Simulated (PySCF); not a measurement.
The system is C2GaFClH, in a box.

```
C Ga F Cl H
1.0
    14.00000    0.00000    0.00000
     0.00000   12.00000    0.00000
     0.00000    0.00000   14.00000
C Ga F Cl H
2 1 1 1 1
Direct
  0.59280 0.57728 0.61529
  0.52987 0.55007 0.56132
  0.43227 0.50912 0.47594
  0.35345 0.40234 0.50473
  0.40791 0.58408 0.34166
  0.64841 0.60116 0.66320
```

Program: PySCF 2.14.0. Alike in all runs: task atomic charges; potentials or basis pob-tzvp-rev2 (all-electron); no spin polarisation; cell as given; k mesh 1 × 1 × 1; smearing fixed.

**Question.** Order these runs on this cell by their band gap on the k mesh, lowest first.
A. level MN15-L+D3; three-body dispersion term no
B. level HCTH407
C. level M06+D4; exxdiv ewald; three-body dispersion term yes
D. level wB97X; exxdiv ewald

**Answer.** B (5.27 eV), A (5.76 eV), C (7.11 eV), D (11.83 eV).

Caveats: this is a molecule in a periodic box at the Γ point, so its band gap is the HOMO-LUMO gap; relativity is left out, which matters for the heavier elements; the basis of atomic orbitals isn't converged, which shifts pressures, moduli and gaps.

Runs at the PBE level aren't shown here.
